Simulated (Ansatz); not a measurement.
# AlCl2HO: the cost of one run

Program: Ansatz 0.2.0. Level of theory: RKS PBE-D4/def2-SVP. These are calculated values, not measurements.

## (1) The system as given

Bond lengths: Al1–Cl2 2.230 Å, Al1–Cl3 2.230 Å, Al1–O4 1.780 Å, O4–H5 1.010 Å. Angles: Cl2–Al1–Cl3 120.0°, Cl2–Al1–O4 120.0°, Cl3–Al1–O4 120.0°, Al1–O4–H5 109.5°.

Structure file:

```xyz
5

Al    0.0000    0.0000    0.0000
Cl    0.0000    0.0000    2.2300
Cl    1.9312    0.0000   -1.1150
O    -1.5415    0.0000   -0.8900
H    -2.0512   -0.8467   -0.6815
```

## (2) Preparing the start

input.yaml reads:

```yaml
crystal:
  periodic: [false, false, false]
  atoms:
    - { symbol: Al, position_ang: [0.0, 0.0, 0.0] }
    - { symbol: Cl, position_ang: [0.0, 0.0, 2.23] }
    - { symbol: Cl, position_ang: [1.9312, 0.0, -1.115] }
    - { symbol: O, position_ang: [-1.5415, 0.0, -0.89] }
    - { symbol: H, position_ang: [-2.0512, -0.8467, -0.6815] }
basis:
  gaussian: { orbitals: def2-SVP }
hamiltonian:
  xc: pbe
  dispersion: d4
relax:
  f_tol: 0.02
  max_steps: 40
output:
  orbitals: {}
```

Launch:

```console
ansatz run input.yaml --threads 1 --pin off --max-ram 2048MiB --backend cpu --events-out ev --progress --plain --runs-dir out
```

What time and memory should one allow on 1 thread of Arm Neoverse V1, shared host?

About 17 s, with a peak of 0.14 GiB.
